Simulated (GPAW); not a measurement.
TeAs2:

```
Te As
1.0
    -3.55645    3.55645    2.94052
     3.55645   -3.55645    2.94052
     3.55645    3.55645   -2.94052
Te As
2 4
Direct
  0.00000 0.00000 0.00000
  0.75000 0.25000 0.50000
  0.87500 0.62500 0.25000
  0.37500 0.62500 0.75000
  0.37500 0.12500 0.75000
  0.37500 0.62500 0.25000
```

The cell comes from a database or a generator and needn't be the stable form of this composition.

```yaml
Program: GPAW 26.7.0
Task: relaxation of cell and atoms
Functional: PBEsol
Dispersion: D3(BJ)+ATM
Potentials_or_basis: PAW data sets generated in the run's folder for this functional
Cutoff: 600 eV
Basis: pw
k_mesh: 4 × 4 × 4
Occupations: fermi-dirac, width 0.05 eV
Spin: no spin polarisation
```

At the start: pressure -7.0 GPa; volume 24.80 Å³/atom.

Task: Where does the relaxation end?

Result: Over 7 steps the energy falls by 67.1 meV/atom and the volume is 22.02 Å³/atom (-11.2 %); space group I4_1/amd (No. 141, to 0.05 Å).

The path:
```csv
step,energy change (eV),largest force (eV/Å),pressure (GPa),volume (Å³)
1,0.0000,0.0000,-6.99,148.77
2,-0.0494,0.0000,-6.61,147.63
3,-0.3696,0.0000,-0.98,135.06
4,-0.3753,0.0000,0.02,133.35
5,-0.3767,0.0000,0.01,133.32
6,-0.3853,0.0001,0.01,131.11
7,-0.4025,0.0001,-0.04,132.12
```

Final structure:
```yaml
crystal:
  lattice:
    - [-3.39094, 3.39094, 2.87261]
    - [3.39094, -3.39094, 2.87261]
    - [3.39094, 3.39094, -2.87261]
  atoms:
    - { symbol: Te, position: [0.00000, 0.00000, 0.00000] }
    - { symbol: Te, position: [0.75000, 0.25000, 0.50000] }
    - { symbol: As, position: [0.87500, 0.62500, 0.25000] }
    - { symbol: As, position: [0.37500, 0.62500, 0.75000] }
    - { symbol: As, position: [0.37500, 0.12500, 0.75000] }
    - { symbol: As, position: [0.37500, 0.62500, 0.25000] }
```

Caveat: later steps reuse the first step's grids; pairwise dispersion overbinds metals, which lowers pressure and volume.
